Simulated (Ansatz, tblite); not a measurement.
# WS2F2: which spin state is lowest

Is the singlet the ground state of WS2F2? Other spin states are computed and compared level by level.

The runs use Ansatz 0.2.0, Gaussian basis; as each input shows.

Levels to be run: triplet, at the geometry of the singlet (GFN1-xTB, GFN2-xTB, PBE0-D4/def2-TZVP, PBE-D4/def2-TZVP, r2SCAN-D4/def2-TZVP); the singlet's energies come from earlier runs.

### Step 1. The geometry

The geometry is that of the singlet, from an earlier relaxation (PBE-D4/def2-SVP).

5 atoms, charge 0, spin multiplicity 1.

Bond lengths: W1–S2 2.140 Å, W1–S3 2.140 Å, W1–F4 1.866 Å, W1–F5 1.866 Å. Angles: S2–W1–S3 106.8°, S2–W1–F4 108.1°, S2–W1–F5 108.1°, S3–W1–F4 108.1°, S3–W1–F5 108.1°, F4–W1–F5 117.0°.

Formally the metal is d0. W takes a core potential in the def2 sets. No spin-orbit coupling is included.

### Step 2. Triplet at the fixed geometry, GFN1-xTB

Tight binding, by tblite at 300 K electronic temperature and without a spin-polarisation term:

```python
tblite.interface.Calculator('GFN1-xTB', numbers, positions, charge=0, uhf=2).singlepoint()
```

Energy -544.1139 eV; 0.006 s.

### Step 3. Triplet at the fixed geometry, GFN2-xTB

Tight binding, by tblite at 300 K electronic temperature and without a spin-polarisation term:

```python
tblite.interface.Calculator('GFN2-xTB', numbers, positions, charge=0, uhf=2).singlepoint()
```

Energy -503.0667 eV; 0.011 s.

### Step 4. Triplet at the fixed geometry, PBE0-D4/def2-TZVP

The input, in.yaml:

```yaml
crystal:
  periodic: [false, false, false]
  atoms:
    - {symbol: W, position_ang: [-0.098390, 0.000296, -0.068856]}
    - {symbol: S, position_ang: [-0.039361, -0.017956, 2.069929]}
    - {symbol: S, position_ang: [1.931584, 0.012309, -0.745049]}
    - {symbol: F, position_ang: [-0.901764, 1.593945, -0.614304]}
    - {symbol: F, position_ang: [-0.892068, -1.588584, -0.641720]}
basis:
  gaussian: {orbitals: def2-TZVP}
magnetization: {spin_polarized: true, initial_magnetization: 2}
hamiltonian: {xc: pbe0, dispersion: d4}
scf: {omitted_lower_state_checks: [starts]}
output: {orbitals: {seedname: orbitals}}
```

The run is started by

```bash
$ ansatz run in.yaml --threads 4 --pin off --events-out ev --progress --plain --max-ram 3916MiB
```

The program printed:

```text
Functional definition: PBE0
  name "PBE0"
  cite "Adamo & Barone, J. Chem. Phys. 110, 6158 (1999) doi:10.1063/1.478522"
  cite "Perdew, Burke & Ernzerhof, Phys. Rev. Lett. 77, 3865 (1996) doi:10.1103/PhysRevLett.77.3865"
  parent pbe
  parameter a = 0.25
  parameter kappa = 0.804
  parameter beta = 0.06672455060314922
  exchange = (1 - a)*pbe_x(kappa = kappa, mu = beta*pi^2/3) + a*exact_x
  correlation = pbe_c(beta = beta)
these checks for a lower state are left out or cut short: starts
1254 factors; their error is unknown
mean field evaluation 1: about -28920.4241 eV, gradient 3.3e1 eV
mean field evaluation 2: about -28907.1164 eV, gradient 7.5e1 eV
mean field evaluation 4: about -28923.6486 eV, gradient 5.6e0 eV
mean field evaluation 8: about -28923.8104 eV, gradient 1.5e-1 eV
mean field evaluation 16: about -28923.8917 eV, gradient 2.2e-3 eV
mean field evaluation 32: about -28923.8917 eV, gradient 9.7e-6 eV
mean field -28923.89172787 eV, -1062.9334156812 hartree, gradient 9.7e-6 eV, S^2 2.016233; 0 other end points of the search recorded, 0 dependent functions left out
reference -28923.89175443 eV, -1062.9334166574 hartree; 33, 31 occupied and 143, 145 virtual orbitals, 1254 factors
Total energy: -28924.04983906 eV, -1062.9392261605 hartree
Checks for a lower state left out: starts
```

Run time: 20 s. Hardware: 4 threads of Arm Neoverse N1, shared host; peak memory 0.9 GiB.

Report: HOMO -5.61 eV, LUMO -5.73 eV (over both spins; with the spin held, an empty level of the minority spin lies below the top filled one); ⟨S²⟩ 2.016 (pure: 2.00).

### Step 5. Triplet at the fixed geometry, PBE-D4/def2-TZVP

start.molden holds the orbitals of an earlier run on this state, given as this run's starting guess.

in.yaml, as its differences from that of step 4:

```diff
@@ -9,5 +9,5 @@
 basis:
-  gaussian: {orbitals: def2-TZVP}
+  gaussian: {orbitals: def2-TZVP, initial_orbitals: start.molden}
 magnetization: {spin_polarized: true, initial_magnetization: 2}
-hamiltonian: {xc: pbe0, dispersion: d4}
+hamiltonian: {xc: pbe, dispersion: d4}
 scf: {omitted_lower_state_checks: [starts]}
```

The command is unchanged.

The program printed:

```text
Functional definition: PBE
  name "PBE"
  cite "Perdew, Burke & Ernzerhof, Phys. Rev. Lett. 77, 3865 (1996) doi:10.1103/PhysRevLett.77.3865"
  parent pbe
  parameter kappa = 0.804
  parameter beta = 0.06672455060314922
  exchange = pbe_x(kappa = kappa, mu = beta*pi^2/3)
  correlation = pbe_c(beta = beta)
these checks for a lower state are left out or cut short: starts
1158 factors; their error is unknown
mean field evaluation 1: about -28924.0573 eV, gradient 9.6e0 eV
mean field evaluation 2: about -28924.2528 eV, gradient 2.7e-1 eV
mean field evaluation 4: about -28924.2435 eV, gradient 7.3e-2 eV
mean field evaluation 8: about -28924.2435 eV, gradient 2.6e-5 eV
mean field -28924.24347930 eV, -1062.9463423080 hartree, gradient 9.6e-6 eV, S^2 2.005854; 0 other end points of the search recorded, 0 dependent functions left out
reference -28924.24351485 eV, -1062.9463436142 hartree; 33, 31 occupied and 143, 145 virtual orbitals, 1158 factors
Total energy: -28924.42754497 eV, -1062.9531065966 hartree
Checks for a lower state left out: starts
```

It took 6 s on 4 threads of Arm Neoverse N1, shared host.

From the report: HOMO -4.13 eV, LUMO -6.47 eV (over both spins; with the spin held, an empty level of the minority spin lies below the top filled one); ⟨S²⟩ 2.006 (pure: 2.00).

### Step 6. Triplet at the fixed geometry, r2SCAN-D4/def2-TZVP

in.yaml, as its differences from that of step 5:

```diff
@@ -11,3 +11,3 @@
 magnetization: {spin_polarized: true, initial_magnetization: 2}
-hamiltonian: {xc: pbe, dispersion: d4}
+hamiltonian: {xc: r2scan, dispersion: d4}
 scf: {omitted_lower_state_checks: [starts]}
```

The command is unchanged.

The program printed:

```text
Functional definition: r2SCAN
  name "r2SCAN"
  cite "Furness, Kaplan, Ning, Perdew & Sun, J. Phys. Chem. Lett. 11, 8208 (2020) doi:10.1021/acs.jpclett.0c02405"
  cite "Furness, Kaplan, Ning, Perdew & Sun, J. Phys. Chem. Lett. 11, 9248 (2020) doi:10.1021/acs.jpclett.0c03077"
  parent r2scan
  parameter k0 = 0.174
  parameter k1 = 0.065
  parameter a1 = 4.9479
  exchange = r2scan_x(k0 = k0, k1 = k1, a1 = a1)
  correlation = r2scan_c
these checks for a lower state are left out or cut short: starts
1158 factors; their error is unknown
mean field evaluation 1: about -28934.6138 eV, gradient 6.2e0 eV
mean field evaluation 2: about -28934.6829 eV, gradient 1.2e-1 eV
mean field evaluation 4: about -28934.6701 eV, gradient 5.3e-4 eV
mean field evaluation 8: about -28934.6701 eV, gradient 2.2e-5 eV
mean field -28934.67008198 eV, -1063.3295128891 hartree, gradient 7.5e-6 eV, S^2 2.013035; 0 other end points of the search recorded, 0 dependent functions left out
reference -28934.67009421 eV, -1063.3295133384 hartree; 33, 31 occupied and 143, 145 virtual orbitals, 1158 factors
Total energy: -28934.70944830 eV, -1063.3309595747 hartree
Checks for a lower state left out: starts
```

Run time: 15 s. Hardware: 4 threads of Arm Neoverse N1, shared host.

From the report: HOMO -4.53 eV, LUMO -6.40 eV (over both spins; with the spin held, an empty level of the minority spin lies below the top filled one); ⟨S²⟩ 2.013 (pure: 2.00).

### Step 7. Triplet less singlet, vertical

The singlet's energies are those of its earlier runs, whose logs aren't repeated here.

```tsv
level	triplet less singlet, vertical (eV)	time
GFN1-xTB	+3.192	0.013 s
GFN2-xTB	+2.397	0.02 s
PBE-D4/def2-TZVP	+2.483	8.7 s
r2SCAN-D4/def2-TZVP	+2.393	23 s
PBE0-D4/def2-TZVP	+2.254	24 s
```

Times add the two runs; a level without a time comes out of a correlated run. Tight binding without a spin term can't rank spin states.

### Step 8. Summary of results

```
                                                quantity                                   value
triplet less singlet, vertical, functionals in def2-TZVP  +2.254 (PBE0-D4) to +2.483 eV (PBE-D4)
```

All functionals put the triplet above the singlet, over a spread of 0.229 eV. The checks for a lower triplet were left out, so another state of that spin may lie lower. The singlet here is a closed shell; an open-shell singlet can lie lower. These are electronic energies, without zero-point motion, entropy or surroundings. Spin-orbit coupling is left out too; for so heavy a metal it can shift spin gaps by tenths of an eV.
